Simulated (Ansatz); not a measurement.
# CH5AsMg: the cost of one run

Method: RKS LDA/def2-SVP, in Ansatz 0.2.0.

### 1 The starting structure

Bond lengths: Mg1–C2 2.106 Å, C2–As3 1.960 Å, Mg1–H4 1.660 Å, C2–H5 1.099 Å, C2–H6 1.100 Å, As3–H7 1.536 Å, As3–H8 1.537 Å. Angles: Mg1–C2–As3 102.2°, Mg1–C2–H5 118.3°, Mg1–C2–H6 117.5°, As3–C2–H5 106.1°, As3–C2–H6 106.0°, H5–C2–H6 105.5°, C2–Mg1–H4 150.0°, C2–As3–H7 96.9°, C2–As3–H8 97.0°, H7–As3–H8 88.5°.

Structure file:

```xyz
8

Mg   -1.3148    0.6831   -0.7172
C     0.3460    0.8287    0.5689
As    1.1160   -0.9700    0.4549
H    -2.2867   -0.2229   -1.7119
H     1.1539    1.5234    0.2993
H     0.1480    1.0072    1.6357
H     1.0449   -1.1033   -1.0734
H    -0.2074   -1.7462    0.5437
```

### 2 End point A

Input file input.yaml:

```yaml
crystal:
  periodic: [false, false, false]
  atoms:
    - { symbol: Mg, position_ang: [-1.31477, 0.68314, -0.71724] }
    - { symbol: C, position_ang: [0.346, 0.82871, 0.56894] }
    - { symbol: As, position_ang: [1.11602, -0.97003, 0.4549] }
    - { symbol: H, position_ang: [-2.28673, -0.22292, -1.71189] }
    - { symbol: H, position_ang: [1.15389, 1.52344, 0.29933] }
    - { symbol: H, position_ang: [0.14803, 1.00717, 1.63573] }
    - { symbol: H, position_ang: [1.04494, -1.10329, -1.07344] }
    - { symbol: H, position_ang: [-0.20738, -1.74621, 0.54367] }
basis:
  gaussian: { orbitals: def2-SVP }
hamiltonian:
  xc: lda
relax:
  f_tol: 0.015
  max_steps: 40
output:
  orbitals: {}
```

Launch:

```sh
$ ansatz run input.yaml --threads 1 --pin off --max-ram 2048MiB --backend cpu --events-out ev --progress --plain --runs-dir out
```

Q: Estimate wall time and peak memory on 1 thread of AMD EPYC 9R45 (Zen 5), shared host.

About 6.6 s, with a peak of 0.14 GiB.
